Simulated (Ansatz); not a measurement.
W, space group Pbcm: an equation of state with a fit, run with Ansatz 0.2.0, Python API.

Script `w_eos.py`:
```python
import warnings

import ansatz as az
from ase.eos import EquationOfState
from ase.units import GPa
import numpy as np

vectors0 = np.array([
    [2.809662, 0.0, 0.0],
    [0.0, 4.86387, 0.0],
    [0.0, 0.0, 4.923695],
])
sites = [
    ("W", (0.793172, 0.563157, 0.25)),
    ("W", (0.206828, 0.063157, 0.25)),
    ("W", (0.206828, 0.436843, 0.75)),
    ("W", (0.793172, 0.936843, 0.75)),
]


def build(cell):
    crystal = az.Crystal(lattice=az.Lattice.of(cell))
    for symbol, position in sites:
        crystal = crystal.atom(symbol, position)
    return crystal

warnings.simplefilter("ignore", az.DeckWarning)

volumes, energies = [], []
for scale in np.linspace(0.9, 1.1, 9):
    cell = vectors0 * scale ** (1 / 3)
    model = (
        build(cell).calculation()
        .functional(az.Functional.PBESOL)
        .basis(450)
        .occupations("gaussian", width=0.1)
        .kpoints(8, 5, 5)
    )
    r = model.run(threads=1).report
    volumes.append(abs(np.linalg.det(cell)) / len(sites))
    energies.append(r["free_energy_ev"] / len(sites))
    print(f"V = {volumes[-1]:8.4f} A^3/atom  F = {energies[-1]:.5f} eV/atom")

eos = EquationOfState(volumes, energies, eos="vinet")
v0, e0, bulk = eos.fit()
print(f"V0 = {v0:.4f} A^3/atom, E0 = {e0:.5f} eV/atom, B = {bulk / GPa:.1f} GPa")
eos.plot("eos.png")
```

Its results, one of them left out:

| V (Å³/atom) | F less the lowest row shown (meV/atom) |
| --- | --- |
| 15.139 | 65.55 |
| 15.560 | 20.55 |
| 15.981 | 0.00 |
| 16.401 | 0.93 |
| 16.822 | 20.70 |
| 17.242 | 56.94 |
| 17.663 | 107.58 |
| 18.083 | 170.80 |
| 18.504 | ? |

What is the missing energy at 18.504 Å³ an atom?

A third-order Birch-Murnaghan fit, E = E0 + (9 V0 B0 / 16) [(t - 1)³ B' + (t - 1)² (6 - 4t)] with t = (V0/V)^(2/3), through the 8 rows shown gives V0 = 16.168 Å³, B0 = 295.8 GPa, B' = 4.12 and E0 = -2.05 meV. At V = 18.504 Å³, t = 0.91398, and the fit extrapolates to 245.13 meV. The run gave 244.96 meV, a miss of 0.17 meV.

Shape and fractional positions are held along the curve, so the bulk modulus is an upper value where they are free to relax, by a factor of two or more in layered or hydrogen-bonded cells. For a metal this k-point mesh is coarse: on a finer one energies can move by several to tens of meV an atom and pressures by half a GPa or more, differences at one mesh by less. Spin-orbit coupling, which matters for elements this heavy, is left out. This isn't the structure that W takes at ambient conditions. By the engine's processor time: 24 s on 1 thread of Intel(R) Xeon(R) Processor @ 2.30GHz, on a shared host, peak memory 0.56 GiB.
